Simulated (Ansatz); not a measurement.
# singlet GeH2Cl+ at 6 levels

Aim: a comparison of 6 runs (HF/STO-3G, B3LYP/6-31G*, BLYP/def2-TZVPP, PBE/def2-TZVPP, PBE0/def2-TZVPP, SVWN5/def2-TZVPP) of singlet GeH2Cl+. 

The calculation is run with Ansatz 0.2.0.

39 further runs of the same task are left out: 39 set aside as unsound or not needed.

## Step 1: Starting point

GeH2Cl+: 4 atoms, total charge +1, spin state singlet. As SMILES of the parent species, `[Cl][GeH2]`. The coordinates come from a PBE0-D4/def2-TZVP relaxation. That shape belongs to the parent species and isn't relaxed for this state.

Bond lengths: Cl1–Ge2 2.156 Å, Ge2–H3 1.546 Å, Ge2–H4 1.546 Å. Angles: Cl1–Ge2–H3 106.8°, Cl1–Ge2–H4 106.8°, H3–Ge2–H4 112.3°.

## Step 2: A single-point energy at HF/STO-3G (run 1)

File input.yaml:

```yaml
crystal:
  periodic: [false, false, false]
  atoms:
    - {symbol: Cl, position_ang: [-1.562900, 0.305200, 0.993500]}
    - {symbol: Ge, position_ang: [0.106700, -0.451100, -0.141600]}
    - {symbol: H, position_ang: [0.072700, 0.259600, -1.514200]}
    - {symbol: H, position_ang: [1.383400, -0.113700, 0.662300]}
basis:
  gaussian: {orbitals: STO-3G}
total_charge: 1
hamiltonian: {xc: hf}
accuracy: high
output: {orbitals: {seedname: orbitals}}
```

Started as:

```bash
$ ansatz run input.yaml --threads 1 --pin off --max-ram 3480MiB --events-out events.jsonl --progress --plain --runs-dir runs
```

Standard output:

```text
Warning: RAYON_NUM_THREADS=1 ignored (pool sized by the plan → 1); use --threads N
Functional definition: HF
  name "HF"
  exchange = exact_x
  correlation = 0
425 factors; integrals over basis functions are off by at most 4.7e-9 eV
mean field evaluation 1: about -68223.1546 eV, gradient 1.8e1 eV
mean field evaluation 2: about -68223.1737 eV, gradient 1.8e1 eV
mean field evaluation 4: about -68225.6398 eV, gradient 1.2e0 eV
mean field evaluation 8: about -68225.6555 eV, gradient 2.4e-2 eV
mean field -68225.65546560 eV, -2507.2465933504 hartree, gradient 5.0e-8 eV, S^2 0.000000; 0 other end points of the search recorded, 0 dependent functions left out
reference -68225.65546560 eV, -2507.2465933504 hartree; 25, 25 occupied and 4, 4 virtual orbitals, 425 factors
Total energy: -68225.65546560 eV, -2507.2465933504 hartree
```

Wall time 0.18 s (1 thread of Arm Neoverse V2, shared host).

## Step 3: The energy at B3LYP/6-31G(d) (spherical functions) (run 2)

File in.yaml:

```yaml
crystal:
  periodic: [false, false, false]
  atoms:
    - {symbol: Cl, position_ang: [-1.562900, 0.305200, 0.993500]}
    - {symbol: Ge, position_ang: [0.106700, -0.451100, -0.141600]}
    - {symbol: H, position_ang: [0.072700, 0.259600, -1.514200]}
    - {symbol: H, position_ang: [1.383400, -0.113700, 0.662300]}
basis:
  gaussian:
    orbitals: 6-31G_st_-spherical.json
output: {orbitals: {seedname: orbitals}}
total_charge: 1
hamiltonian:
  xc: {name: B3LYP}
accuracy: high
```

The basis set 6-31G* is read from a file made from the Basis Set Exchange's data (not shown).

Started as:

```bash
$ ansatz run in.yaml --threads 1 --pin off --max-ram 3480MiB --events-out events.jsonl --progress --plain --runs-dir runs
```

Standard output:

```text
Warning: RAYON_NUM_THREADS=1 ignored (pool sized by the plan → 1); use --threads N
Functional definition: B3LYP
  name "B3LYP"
  parameter a0 = 0.2
  parameter ax = 0.72
  parameter ac = 0.81
  exchange = (1 - a0 - ax)*slater_x + ax*b88_x + a0*exact_x
  correlation = (1 - ac)*vwn_rpa_c + ac*lyp_c
1037 factors; integrals over basis functions are off by at most 3.8e-9 eV
mean field evaluation 1: about -69053.4467 eV, gradient 3.5e1 eV
mean field evaluation 2: about -69022.0080 eV, gradient 9.3e1 eV
mean field evaluation 4: about -69057.5548 eV, gradient 3.3e0 eV
mean field evaluation 8: about -69057.6461 eV, gradient 1.9e-1 eV
mean field evaluation 16: about -69057.6462 eV, gradient 4.3e-5 eV
mean field -69057.64615893 eV, -2537.8216873870 hartree, gradient 3.8e-8 eV, S^2 0.000000; 0 other end points of the search recorded, 0 dependent functions left out
reference -69057.64619184 eV, -2537.8216885962 hartree; 25, 25 occupied and 29, 29 virtual orbitals, 1037 factors
Total energy: -69057.64619184 eV, -2537.8216885962 hartree
```

It took 3.3 s on 1 thread of Arm Neoverse V2, shared host; peak memory 0.14 GiB.

Runs 3 to 4 aren't shown in full; the table further down has their settings and results.

## Step 4: The energy at PBE0/def2-TZVPP (run 5)

File job.yaml:

```yaml
basis:
  gaussian: {orbitals: def2-TZVPP}
crystal:
  periodic: [false, false, false]
  atoms:
    - {symbol: Cl, position_ang: [-1.562900, 0.305200, 0.993500]}
    - {symbol: Ge, position_ang: [0.106700, -0.451100, -0.141600]}
    - {symbol: H, position_ang: [0.072700, 0.259600, -1.514200]}
    - {symbol: H, position_ang: [1.383400, -0.113700, 0.662300]}
total_charge: 1
hamiltonian: {xc: {name: PBE0}}
accuracy: high
output: {orbitals: {seedname: orbitals}}
```

Started as:

```bash
$ ansatz run job.yaml --threads 1 --pin off --max-ram 3480MiB --events-out events.jsonl --progress --plain --runs-dir runs
```

Standard output:

```text
Warning: RAYON_NUM_THREADS=1 ignored (pool sized by the plan → 1); use --threads N
Functional definition: PBE0
  name "PBE0"
  parameter a = 0.25
  parameter kappa = 0.804
  parameter beta = 0.06672455060314922
  exchange = (1 - a)*pbe_x(kappa = kappa, mu = beta*pi^2/3) + a*exact_x
  correlation = pbe_c(beta = beta)
1798 factors; integrals over basis functions are off by at most 4.5e-9 eV
mean field evaluation 1: about -69049.6612 eV, gradient 3.8e1 eV
mean field evaluation 2: about -69025.2615 eV, gradient 9.2e1 eV
mean field evaluation 4: about -69053.3847 eV, gradient 4.3e0 eV
mean field evaluation 8: about -69053.4695 eV, gradient 2.2e-1 eV
mean field evaluation 16: about -69053.4696 eV, gradient 2.3e-4 eV
mean field -69053.46964272 eV, -2537.6682032472 hartree, gradient 9.0e-8 eV, S^2 0.000000; 0 other end points of the search recorded, 0 dependent functions left out
reference -69053.46964479 eV, -2537.6682033231 hartree; 25, 25 occupied and 93, 93 virtual orbitals, 1798 factors
Total energy: -69053.46964479 eV, -2537.6682033231 hartree
```

Wall time 7.2 s (1 thread of Arm Neoverse V2, shared host); peak memory 0.34 GiB.

## Step 5: The energy at SVWN5/def2-TZVPP (run 6)

File molecule.yaml:

```yaml
crystal:
  periodic: [false, false, false]
  atoms:
    - symbol: Cl
      position_ang: [-1.562900, 0.305200, 0.993500]
    - symbol: Ge
      position_ang: [0.106700, -0.451100, -0.141600]
    - symbol: H
      position_ang: [0.072700, 0.259600, -1.514200]
    - symbol: H
      position_ang: [1.383400, -0.113700, 0.662300]
basis:
  gaussian:
    orbitals: def2-TZVPP
total_charge: 1
hamiltonian:
  xc: {name: SVWN5}
accuracy: high
output: {orbitals: {seedname: orbitals}}
```

Started as:

```bash
$ ansatz run molecule.yaml --threads 1 --pin off --max-ram 3480MiB --events-out events.jsonl --progress --plain --runs-dir runs
```

Standard output:

```text
Warning: RAYON_NUM_THREADS=1 ignored (pool sized by the plan → 1); use --threads N
Functional definition: SVWN5
  name "SVWN5"
  exchange = slater_x
  correlation = vwn5_c
1798 factors; integrals over basis functions are off by at most 4.5e-9 eV
mean field evaluation 1: about -68933.0937 eV, gradient 4.8e1 eV
mean field evaluation 2: about -68883.6382 eV, gradient 1.3e2 eV
mean field evaluation 4: about -68937.5212 eV, gradient 1.6e1 eV
mean field evaluation 8: about -68938.3093 eV, gradient 7.0e-1 eV
mean field evaluation 16: about -68938.3103 eV, gradient 1.8e-4 eV
mean field -68938.31031721 eV, -2533.4361760926 hartree, gradient 2.5e-8 eV, S^2 0.000000; 0 other end points of the search recorded, 0 dependent functions left out
reference -68938.31031985 eV, -2533.4361761895 hartree; 25, 25 occupied and 93, 93 virtual orbitals, 1798 factors
Total energy: -68938.31031985 eV, -2533.4361761895 hartree
```

Run time: 3.6 s. Hardware: 1 thread of Arm Neoverse V2, shared host; peak memory 0.25 GiB.

## Step 6: Overview of the runs

| run | level | energy (Eh) | HOMO energy (eV) | LUMO energy (eV) | HOMO–LUMO gap (eV) | wall time |
| --- | --- | --- | --- | --- | --- | --- |
| 1 | HF/STO-3G | -2507.246593 | -17.16 | -6.50 | 10.66 | 0.18 s |
| 2 | B3LYP/6-31G* (spherical functions) | -2537.821689 | -14.97 | -11.52 | 3.45 | 3.3 s |
| 3 | BLYP/def2-TZVPP | -2538.146164 | -13.78 | -11.92 | 1.86 | 5.4 s |
| 4 | PBE/def2-TZVPP | -2537.583029 | -13.91 | -11.97 | 1.94 | 5.4 s |
| 5 | PBE0/def2-TZVPP | -2537.668203 | -15.22 | -11.18 | 4.04 | 7.2 s |
| 6 | SVWN5/def2-TZVPP | -2533.436176 | -14.01 | -12.15 | 1.86 | 3.6 s |

## Step 7: What came out

| quantity | value |
| --- | --- |
| run 6: total energy | -2533.43618 Eh |
| run 6: HOMO energy | -14.01 eV |
| run 6: LUMO energy | -12.15 eV |
| run 6: HOMO–LUMO gap | 1.86 eV |

What this shows: The HOMO–LUMO gap runs from 1.86 eV (BLYP/def2-TZVPP) to 10.66 eV (HF/STO-3G). The two ends differ in method and basis. Totals of different functionals can't be ranked against each other. In run 1 the basis is minimal, so the values are rough. All runs together took 25 s, the longest 7.2 s.
